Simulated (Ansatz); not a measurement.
# Si2C (P1) in Ansatz: convergence with k mesh

Aim: find how far k mesh must go before the results for Si2C settle, at PBE. This setting moves, with any that are tied to it; all else stays.

Program: Ansatz 0.2.0. These are calculated values, not measurements. Logs are shortened: lines on timing, memory, paths and dates and some standing lists are left out, and cuts for length are marked.

**1. The cell of the first run**

The typed cell holds 3 atoms: a = 3.380 Å, b = 3.380 Å, c = 4.653 Å, α = 90.00°, β = 90.00°, γ = 120.00°.

The cell was built by a generator and needn't be a form met in nature.

The cell isn't the ideal one: atoms moved at random, drawn with an rms of 0.05 Å.

**2. With k mesh 3 × 3 × 2**

File input.yaml:

```yaml
crystal:
  lattice:
    - [3.37972667, 0.0, 0.0]
    - [-1.68986334, 2.92692916, 0.0]
    - [0.0, 0.0, 4.65332025]
  atoms:
    - { symbol: Si, position: [0.319689, 0.656567, 0.749144] }
    - { symbol: Si, position: [0.338381, 0.679617, 0.238818] }
    - { symbol: C, position: [-0.009854, -0.009981, -0.008274] }
hamiltonian:
  xc: pbe
  pseudopotentials: { kind: paw }
kpoints:
  mp_grid: { grid: [3, 3, 2] }
scf:
  occupations: { method: cold, width: 0.1 }
output:
  forces: true
  stress: true
  eigenvalues: true
```

Potentials or basis: Ansatz PAW.

The run is started by

```
$ ansatz run input.yaml --threads 2 --pin off --max-ram 5632MiB --backend cpu --events-out ev --progress --plain --runs-dir out
```

Wall time 0.36 s (2 threads of Intel Xeon Platinum 8488C (Sapphire Rapids), shared host); peak memory 0.32 GiB.

Results:

* Free energy: -1518.5606 eV
* Pressure: -5.4 GPa
* Largest force: 0.659 eV/Å
* Band gap on the k mesh: none (metal or under the smearing width)

**3. With k mesh 4 × 4 × 2**

Changes to input.yaml since step 2:

```diff
@@ -13,3 +13,3 @@
 kpoints:
-  mp_grid: { grid: [3, 3, 2] }
+  mp_grid: { grid: [4, 4, 2] }
 scf:
```

Potentials or basis: Ansatz PAW.

The run is started by

```
$ ansatz run input.yaml --threads 2 --pin off --max-ram 5632MiB --backend cpu --events-out ev --progress --plain --runs-dir out
```

Wall time 0.46 s (2 threads of Intel Xeon Platinum 8488C (Sapphire Rapids), shared host); peak memory 0.33 GiB.

Results:

```yaml
Free_energy: -1518.7909 eV
Pressure: -11.2 GPa
Largest_force: 0.221 eV/Å
Band_gap_on_the_k_mesh: none (metal or under the smearing width)
```

**4. With k mesh 4 × 4 × 3**

Changes to input.yaml since step 3:

```diff
@@ -13,3 +13,3 @@
 kpoints:
-  mp_grid: { grid: [4, 4, 2] }
+  mp_grid: { grid: [4, 4, 3] }
 scf:
```

The run is started by

```
$ ansatz run input.yaml --threads 2 --pin off --max-ram 5632MiB --backend cpu --events-out ev --progress --plain --runs-dir out
```

Wall time 0.53 s (2 threads of Intel Xeon Platinum 8488C (Sapphire Rapids), shared host); peak memory 0.34 GiB.

Results:

- Free energy: -1518.7299 eV
- Pressure: -11.3 GPa
- Largest force: 0.409 eV/Å
- Band gap on the k mesh: none (metal or under the smearing width)

**5. With k mesh 5 × 5 × 4**

Changes to input.yaml since step 4:

```diff
@@ -13,3 +13,3 @@
 kpoints:
-  mp_grid: { grid: [4, 4, 3] }
+  mp_grid: { grid: [5, 5, 4] }
 scf:
```

The run is started by

```
$ ansatz run input.yaml --threads 2 --pin off --max-ram 5632MiB --backend cpu --events-out ev --progress --plain --runs-dir out
```

It took 0.87 s on 2 threads of Intel Xeon Platinum 8488C (Sapphire Rapids), shared host; peak memory 0.37 GiB.

What came out:

```
Free energy            : -1518.6325 eV
Pressure               : -11.0 GPa
Largest force          : 0.743 eV/Å
Band gap on the k mesh : none (metal or under the smearing width)
```

**6. With k mesh 7 × 7 × 4**

Changes to input.yaml since step 5:

```diff
@@ -13,3 +13,3 @@
 kpoints:
-  mp_grid: { grid: [5, 5, 4] }
+  mp_grid: { grid: [7, 7, 4] }
 scf:
```

Potentials or basis: Ansatz PAW.

The run is started by

```
$ ansatz run input.yaml --threads 2 --pin off --max-ram 5632MiB --backend cpu --events-out ev --progress --plain --runs-dir out
```

Wall time 1.5 s (2 threads of Intel Xeon Platinum 8488C (Sapphire Rapids), shared host); peak memory 0.4 GiB.

It converged, with:

```
Free energy            : -1518.6741 eV
Pressure               : -11.7 GPa
Largest force          : 1.286 eV/Å
Band gap on the k mesh : none (metal or under the smearing width)
```

**7. With k mesh 8 × 8 × 5**

Changes to input.yaml since step 6:

```diff
@@ -13,3 +13,3 @@
 kpoints:
-  mp_grid: { grid: [7, 7, 4] }
+  mp_grid: { grid: [8, 8, 5] }
 scf:
```

The run is started by

```
$ ansatz run input.yaml --threads 2 --pin off --max-ram 5632MiB --backend cpu --events-out ev --progress --plain --runs-dir out
```

Run time: 2.3 s. Hardware: 2 threads of Intel Xeon Platinum 8488C (Sapphire Rapids), shared host; peak memory 0.43 GiB.

The run converged. Its results:

```yaml
Free_energy: -1518.6681 eV
Pressure: -12.0 GPa
Largest_force: 1.241 eV/Å
Band_gap_on_the_k_mesh: none (metal or under the smearing width)
```

**8. With k mesh 10 × 10 × 7**

Changes to input.yaml since step 7:

```diff
@@ -13,3 +13,3 @@
 kpoints:
-  mp_grid: { grid: [8, 8, 5] }
+  mp_grid: { grid: [10, 10, 7] }
 scf:
```

The run is started by

```
$ ansatz run input.yaml --threads 2 --pin off --max-ram 5632MiB --backend cpu --events-out ev --progress --plain --runs-dir out
```

Wall time 4.8 s (2 threads of Intel Xeon Platinum 8488C (Sapphire Rapids), shared host); peak memory 0.52 GiB.

Results (log left out):

- Free energy: -1518.6491 eV
- Pressure: -12.0 GPa
- Largest force: 1.273 eV/Å
- Band gap on the k mesh: none (metal or under the smearing width)

**9. With k mesh 12 × 12 × 8**

Changes to input.yaml since step 8:

```diff
@@ -13,3 +13,3 @@
 kpoints:
-  mp_grid: { grid: [10, 10, 7] }
+  mp_grid: { grid: [12, 12, 8] }
 scf:
```

Potentials or basis: Ansatz PAW.

The run is started by

```
$ ansatz run input.yaml --threads 2 --pin off --max-ram 5632MiB --backend cpu --events-out ev --progress --plain --runs-dir out
```

Wall time 7.9 s (2 threads of Intel Xeon Platinum 8488C (Sapphire Rapids), shared host); peak memory 0.68 GiB.

It converged, with:

| Quantity | Value |
| --- | --- |
| Free energy | -1518.6563 eV |
| Pressure | -11.9 GPa |
| Largest force | 1.092 eV/Å |
| Band gap on the k mesh | none (metal or under the smearing width) |

**10. With k mesh 15 × 15 × 10**

Changes to input.yaml since step 9:

```diff
@@ -13,3 +13,3 @@
 kpoints:
-  mp_grid: { grid: [12, 12, 8] }
+  mp_grid: { grid: [15, 15, 10] }
 scf:
```

Potentials or basis: Ansatz PAW.

The run is started by

```
$ ansatz run input.yaml --threads 2 --pin off --max-ram 5632MiB --backend cpu --events-out ev --progress --plain --runs-dir out
```

What it wrote:

```text
Warning: RAYON_NUM_THREADS=2 ignored (pool sized by the plan → 2); use --threads N
Engine: ansatz 0.2.0, x86_64-unknown-linux-gnu
Pseudopotentials: kind: paw
Pseudopotential: Si, paw, valence charge 4, recommended cutoff 420 eV (normal), Si.paw.azcp
Pseudopotential: C, paw, valence charge 4, recommended cutoff 420 eV (normal), C.paw.azcp
Functional definition: PBE
  parameter kappa = 0.804
  parameter beta = 0.06672455060314922
  exchange = pbe_x(kappa = kappa, mu = beta*pi^2/3)
  correlation = pbe_c(beta = beta)
Crystal: 3 atoms, lattice volume = 46.032 Å³
Basis set: ecut = 420 eV, 915 PW (Γ), exchange–correlation on 48×48×64 points (8 copies of the dense FFT grid, shifted against one another)
Bands: 10, of which v1, the nominal top of the filled ones, is band 6 counted from 1 (5 counted from 0)
Symmetry: 1 space group operations
Space group: P1 (ITA 1), of the structure as read, at distance tolerance 3.6e-5 Å
k-points: 1126 of 2250 (time reversal used)
Non-local potential: Si, projectors of the file, l = 0: 2, l = 1: 2, l = 2: 2
Non-local potential: C, projectors of the file, l = 0: 2, l = 1: 2, l = 2: 1
PAW form: soft (Blöchl's): semilocal exchange-correlation on the pseudo side does not see the compensation charge
PAW one-centre angular grid: Si, 110 points (default); XC on 64 Gauss nodes
PAW one-centre angular grid: C, 110 points (default); XC on 64 Gauss nodes
Initial density: superposition of atomic densities (neutral atoms: chi_scale 0, normalization atom), corrected by the library's trained network
Initial wavefunctions: pseudopotential atomic-orbital guess
Functional: x = pbe(κ = 0.804, μ = 0.2195149727645171), c = pbe(β = 0.06672455060314922)
SCF iter   1: F=—  HF=-1518.679735 eV  |F-HF|=—  |Δ(HF+E_count)|=         —  Δρ=8.44e-3  dr2=8.32e-2  ethr=1.77e-3  ⟨swp⟩=5.3  Hψ=81898  notcnv=0
preconditioner: auto → none  [metal: Δε(μ)=0.002 eV  Ē_g=8.907 eV  σ=0.100 eV  W_gap=0.02  n_scr=8 (ndim 8)  ℏωp=19.0 eV  f_vac=0.000  D(μ)=1.00/eV (n_scr^D=2)  sad-step TF]
SCF iter   2: F=—  HF=-1518.669289 eV  |F-HF|=—  |Δ(HF+E_count)|=   1.04e-2  S|Δr|=    0.00e0  Δρ=5.55e-3  dr2=3.68e-2  ethr=6.93e-4  ⟨swp⟩=1.0  Hψ=20272  notcnv=0
SCF iter   3: F=—  HF=-1518.661235 eV  |F-HF|=—  |Δ(HF+E_count)|=   8.05e-3  S|Δr|=    0.00e0  Δρ=6.50e-4  dr2=1.84e-4  ethr=3.07e-4  ⟨swp⟩=2.4  Hψ=16670  notcnv=0
SCF iter   4: F=—  HF=-1518.661223 eV  |F-HF|=—  |Δ(HF+E_count)|=   1.22e-5  S|Δr|=    0.00e0  Δρ=1.80e-4  dr2=2.45e-5  ethr=1.53e-6  ⟨swp⟩=2.2  Hψ=17719  notcnv=0
SCF iter   5: F=—  HF=-1518.661216 eV  |F-HF|=—  |Δ(HF+E_count)|=   7.08e-6  S|Δr|=    0.00e0  Δρ=3.03e-5  dr2=3.51e-7  ethr=2.04e-7  ⟨swp⟩=2.3  Hψ=16174  notcnv=0  defer=29
SCF iter   6: F=-1518.661216 eV  HF=-1518.661216 eV  |F-HF|=1.66e-8  |Δ(HF+E_count)|=   2.14e-7  S|Δr|=    0.00e0  Δρ=8.06e-6  dr2=1.72e-8  ethr=8.33e-10  ⟨swp⟩=5.8  Hψ=58493  notcnv=0
SCF 1 converged in 6 iterations: F = -1518.661216 eV  dr2 = 1.72e-8
SCF converged after 6 iterations
Stability not checked: this state was not tested for a lower state beside it, because cold or Methfessel-Paxton smearing, or corrected tetrahedra, fill the levels in a way that the test cannot read (fill_not_monotonic; see scf.lower_state_search)
Free energy (F): -1518.661216 eV
Harris-Foulkes:  -1518.661216 eV  (|F-HF|=1.66e-8)
Internal energy: -1518.661853 eV  (E = F + TS)
E sigma→0 (E₀):  -1518.661428 eV
Entropy (-TS):   0.000637 eV (0.212 meV/atom)
Fermi energy:    7.841365 eV
Step filling:    the computed levels leave a gap of 0.0000 eV = 0.0 smearing widths at the electron count; against every level under it full and every level over it empty, smearing changes F+E_penalty+E_count by -0.216 meV and its σ→0 estimate by -0.428 meV
--- Per-component energies (eV) ---
  E_band       = 17.056065
  E_kinetic    = 158.991969
  E_local      = -159.019680  (includes V_loc(G=0)·N_el)
  E_nonlocal   = 77.345966
  E_hartree    = 49.079765
  E_xc         = -155.824038
  E_vxc        = -149.554533  (∫ρ·V_xc dr)
  E_paw        = -1122.238262  (= ΣΔE_a)
  E_vpaw       = -8.867892  (= ΣTr[D̂ρ^β])
  E_aug_tail   = 0.000019  (compensation charges beyond the density's cutoff)
  E_ewald      = -366.997592
  E_smearing   = 0.000637  (= −TS)
  E_closure    = 0.000000  (closes the sum)
  Σ components = -1518.661216   (vs F -1518.661216, Δ=0.00e0)
--- Forces (eV/Å), atoms counted from 1 ---
  atom   1  Si    -0.04992475    -0.18771202    -1.14504168
  atom   2  Si     0.05175794     0.10319151     1.20225502
  atom   3  C     -0.00183355     0.08451885    -0.05720531
  max |Σ_I F_I| component: 8.03e-6 eV/Å
--- Stress (GPa, compression-positive) ---
      -23.649144       0.051840       0.347975
        0.051840     -22.819160       0.954644
        0.347975       0.954645      10.669578
  P = ⅓ Tr σ = -11.9329 GPa (-119.329 kbar)
--- Band table (eV; the first three rows and the last of 1126) ---
  k-point 0: bands = ["-7.2204", "0.4034", "0.4901", "5.1084", "5.3720", "6.9507", "10.3530", "10.6296", "11.6338", "13.9498"]
  k-point 1: bands = ["-7.1885", "-0.5658", "1.5705", "5.1193", "5.3829", "6.9556", "10.3913", "10.6618", "11.4089", "13.6480"]
  k-point 2: bands = ["-7.1005", "-1.4337", "2.7705", "5.1483", "5.4119", "6.9601", "10.5046", "10.7557", "10.8408", "12.9987"]
  k-point 1125: bands = ["-4.7257", "-2.1090", "1.9545", "3.3117", "3.5675", "5.7823", "6.9681", "9.3954", "10.6191", "12.3516"]
```

Run time: 15 s. Hardware: 2 threads of Intel Xeon Platinum 8488C (Sapphire Rapids), shared host; peak memory 0.98 GiB.

What came out:

```yaml
Free_energy: -1518.6612 eV
Pressure: -11.9 GPa
Largest_force: 1.208 eV/Å
Band_gap_on_the_k_mesh: none (metal or under the smearing width)
```

**11. The series at a glance**

```csv
k mesh,"energy less the tightest run, at zero smearing (meV/atom)",pressure (GPa),largest force (eV/Å),SCF cycles,CPU time (s),peak memory (GiB)
3 × 3 × 2,32.88,-5.35,0.659,7,0.6,0.32
4 × 4 × 2,-43.04,-11.23,0.221,7,0.8,0.33
4 × 4 × 3,-22.50,-11.26,0.409,6,0.94,0.34
5 × 5 × 4,10.19,-11.04,0.743,6,1.6,0.37
7 × 7 × 4,-4.08,-11.72,1.286,6,2.9,0.4
8 × 8 × 5,-2.16,-12.00,1.241,6,4.5,0.43
10 × 10 × 7,4.43,-12.02,1.273,6,9.4,0.52
12 × 12 × 8,1.69,-11.86,1.092,6,16,0.68
15 × 15 × 10,0.00,-11.93,1.208,6,30,0.98
```

Against the tightest run, the pressure stays within 0.1 GPa from 8 × 8 × 5 on. Not settled before the last step: the energy (to 1 meV/atom), the largest force (to 0.005 eV/Å). Meshes of other sizes hit other points, so gaps and Fermi surfaces needn't settle smoothly. The tightest run that finished is the yardstick and may itself not be fully converged.
